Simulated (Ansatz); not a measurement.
**BClFH₄NSi: one species, many methods**

One table from this session's results is given with a row withheld; the runs are named, their logs left out.

Method: functionals in def2-TZVPP, the program's frozen cores in correlated methods; program: Ansatz 0.2.0, Gaussian basis.

Levels to be run: PBE-D4, r2SCAN-D4, PBE0-D4, B3LYP-D4, ωB97X-V, ωB97M-V, B2PLYP; CCSD(T)/def2-TZVPP; MP2/def2-QZVPP; extrapolation to the limit.

## The geometry

The geometry comes from an earlier relaxation with PBE0-D4 in a triple-zeta def2 set; it is a stationary point, not always the lowest conformer.

9 atoms, charge 0, spin multiplicity 1.

Atoms are counted from 1 here; the program's logs count them from 0.

Bond lengths: N1–Si2 1.697 Å, N1–H6 1.006 Å, N1–H7 1.007 Å, Si2–F3 1.612 Å, Si2–B4 2.019 Å, Si2–H8 1.483 Å, B4–Cl5 1.745 Å, B4–H9 1.193 Å. Angles: Si2–N1–H6 123.0°, Si2–N1–H7 121.5°, H6–N1–H7 112.2°, N1–Si2–F3 114.7°, N1–Si2–B4 107.9°, N1–Si2–H8 107.4°, F3–Si2–B4 105.5°, F3–Si2–H8 105.2°, B4–Si2–H8 116.5°, Si2–B4–Cl5 118.2°, Si2–B4–H9 126.3°, Cl5–B4–H9 115.5°.

The first run:

The input, in.yaml:

```yaml
crystal:
  periodic: [false, false, false]
  atoms:
    - {symbol: N, position_ang: [0.155208, -0.649838, -1.338720]}
    - {symbol: Si, position_ang: [0.398696, -0.523557, 0.336173]}
    - {symbol: F, position_ang: [1.907843, -0.158666, 0.770670]}
    - {symbol: B, position_ang: [-0.741690, 0.998233, 1.015332]}
    - {symbol: Cl, position_ang: [-0.934098, 2.402852, -0.002308]}
    - {symbol: H, position_ang: [0.410398, -1.466038, -1.868914]}
    - {symbol: H, position_ang: [0.060975, 0.167546, -1.919301]}
    - {symbol: H, position_ang: [0.137417, -1.859860, 0.924256]}
    - {symbol: H, position_ang: [-1.306250, 1.043128, 2.065613]}
basis:
  gaussian: {orbitals: def2-TZVPP}
hamiltonian: {xc: pbe, dispersion: d4}
output: {forces: true, orbitals: {seedname: orbitals}}
```

Run with:

```
$ ansatz run in.yaml --threads 4 --pin off --events-out ev --progress --plain --max-ram 10444MiB
```

Among the steps run: PBE-D4 (GGA); r2SCAN-D4 (meta-GGA); PBE0-D4 (hybrid); B3LYP-D4 (hybrid); ωB97X-V (range-separated); ωB97M-V (range-separated); B2PLYP (double hybrid); CCSD(T) in def2-TZVPP; MP2 in def2-QZVPP.

One table of the session follows, with a row left open; its other results are not shown here.

It belongs to the step «Atomisation energies». 

```
            method  atomisation energy (kJ/mol)
            PBE-D4                       3238.4
         r2SCAN-D4                       3196.5
           PBE0-D4                            ?
          B3LYP-D4                       3188.4
           ωB97X-V                       3208.8
           ωB97M-V                       3206.5
            B2PLYP                       3155.7
     HF/def2-TZVPP                       2337.9
    MP2/def2-TZVPP                       3164.8
   CCSD/def2-TZVPP                       3042.7
CCSD(T)/def2-TZVPP                       3090.3
           MP2/CBS                       3264.1
       CCSD(T)/CBS                       3189.7
```

Estimate the missing values for PBE0-D4.

As computed: atomisation energy (kJ/mol): 3180.2. In the column «atomisation energy (kJ/mol)» it lies between MP2/def2-TZVPP (3164.8) and B3LYP-D4 (3188.4).
